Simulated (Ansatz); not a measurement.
# RPA@PBE/def2-TZVPP run of CH2Se (SMILES C=[Se])

Aim: the energy change on altering one bond length of CH2Se at RPA@PBE/def2-TZVPP, from 2 runs. 

The results are computed with Ansatz 0.2.0.

47 further runs of the same task are left out: 47 set aside as unsound or not needed.

### 1 The system as given

The species is CH2Se (4 atoms), meant as a singlet with charge 0. SMILES: `C=[Se]`. Geometry: relaxed at PBE0-D4/def2-TZVP.

Bond lengths: C1–Se2 1.741 Å, C1–H3 1.087 Å, C1–H4 1.087 Å. Angles: Se2–C1–H3 121.8°, Se2–C1–H4 121.8°, H3–C1–H4 116.4°.

### 2 A single-point energy at RPA@PBE/def2-TZVPP

The input, molecule.yaml:

```yaml
crystal:
  periodic: [false, false, false]
  atoms:
    - {symbol: C, position_ang: [-0.129440, -0.027430, -0.068180]}
    - {symbol: Se, position_ang: [1.384110, 0.293380, 0.729180]}
    - {symbol: H, position_ang: [-0.586530, -1.013730, -0.053570]}
    - {symbol: H, position_ang: [-0.668140, 0.747780, -0.607410]}
basis:
  gaussian: {orbitals: def2-TZVPP}
hamiltonian: {xc: pbe}
correlation: {method: rpa, frozen_orbitals: {C: 1, H: 0, Se: 9}}
accuracy: high
```

Run with:

```bash
$ ansatz run molecule.yaml --threads 1 --pin off --max-ram 3480MiB --events-out events.jsonl --progress --plain --runs-dir runs
```

The log of the run:

```text
Warning: RAYON_NUM_THREADS=1 ignored (pool sized by the plan → 1); use --threads N
Functional definition: PBE
  name "PBE"
  parameter kappa = 0.804
  parameter beta = 0.06672455060314922
  exchange = pbe_x(kappa = kappa, mu = beta*pi^2/3)
  correlation = pbe_c(beta = beta)
1649 factors; integrals over basis functions are off by at most 4.4e-9 eV
mean field evaluation 1: about -66396.0295 eV, gradient 6.8e1 eV
mean field evaluation 2: about -66396.0278 eV, gradient 6.8e1 eV
mean field evaluation 4: about -66406.6445 eV, gradient 1.4e1 eV
mean field evaluation 8: about -66407.2087 eV, gradient 3.9e-1 eV
mean field evaluation 16: about -66407.2084 eV, gradient 1.7e-5 eV
mean field evaluation 32: about -66401.2897 eV, gradient 3.5e1 eV
mean field -66407.20843738 eV, -2440.4198976513 hartree, gradient 7.2e-8 eV, S^2 0.000000; 1 other end points of the search recorded, 0 dependent functions left out
10 core orbitals not correlated: weight in the atoms' cores, before any rotation towards them, 1.000 or more for the frozen orbitals, at most 0.000 for the correlated occupied ones
reference -66363.65336415 eV, -2438.8192782325 hartree; 11, 11 occupied and 86, 86 virtual orbitals, 1649 factors
Total energy: -66382.21761704 eV, -2439.5015019432 hartree
```

Run time: 7.8 s. Hardware: 1 thread of Arm Neoverse V2, shared host; peak memory 0.33 GiB.

### 3 The distorted shape

The input, molecule.yaml:

```yaml
crystal:
  periodic: [false, false, false]
  atoms:
    - {symbol: C, position_ang: [-0.060894, 0.120477, -0.070371]}
    - {symbol: Se, position_ang: [1.452656, 0.441287, 0.726989]}
    - {symbol: H, position_ang: [-0.586530, -1.013730, -0.053570]}
    - {symbol: H, position_ang: [-0.599594, 0.895687, -0.609601]}
basis:
  gaussian:
    orbitals: def2-TZVPP
hamiltonian:
  xc: {name: PBE}
accuracy: high
correlation:
  method: rpa
  frozen_orbitals: {C: 1, H: 0, Se: 9}
```

Run with:

```bash
$ ansatz run molecule.yaml --threads 1 --pin off --max-ram 3480MiB --events-out events.jsonl --progress --plain --runs-dir runs
```

The log of the run:

```text
Warning: RAYON_NUM_THREADS=1 ignored (pool sized by the plan → 1); use --threads N
[... 6 set-up lines as earlier in the session ...]
1657 factors; integrals over basis functions are off by at most 4.3e-9 eV
mean field evaluation 1: about -66397.1597 eV, gradient 6.3e1 eV
mean field evaluation 2: about -66397.1569 eV, gradient 6.3e1 eV
mean field evaluation 4: about -66406.3115 eV, gradient 1.4e1 eV
mean field evaluation 8: about -66406.9195 eV, gradient 4.2e-1 eV
mean field evaluation 16: about -66406.9194 eV, gradient 2.4e-5 eV
mean field evaluation 32: about -66406.9124 eV, gradient 1.3e0 eV
mean field -66406.91944627 eV, -2440.4092774236 hartree, gradient 5.6e-8 eV, S^2 0.000000; 1 other end points of the search recorded, 0 dependent functions left out
10 core orbitals not correlated: weight in the atoms' cores, before any rotation towards them, 1.000 or more for the frozen orbitals, at most 0.000 for the correlated occupied ones
reference -66363.21369868 eV, -2438.8031208245 hartree; 11, 11 occupied and 86, 86 virtual orbitals, 1657 factors
Total energy: -66381.89029965 eV, -2439.4894732506 hartree
```

Wall time 7.5 s (1 thread of Arm Neoverse V2, shared host); peak memory 0.34 GiB.

### 4 What came out

At RPA@PBE/def2-TZVPP, 10 core orbitals frozen:

| quantity | value |
| --- | --- |
| first shape: total energy | -2439.50150 Eh |
| first shape: RPA correlation energy (valence) | -682.2 mEh |
| distorted shape: total energy | -2439.48947 Eh |
| distorted shape: RPA correlation energy (valence) | -686.4 mEh |
| energy change with the C1–H3 bond stretched from 1.087 to 1.250 Å | 0.327 eV |

With the C1–H3 bond stretched from 1.087 to 1.250 Å the energy rises by 0.33 eV (31.6 kJ/mol). The first shape isn't relaxed at this level, so the change isn't measured from a minimum.
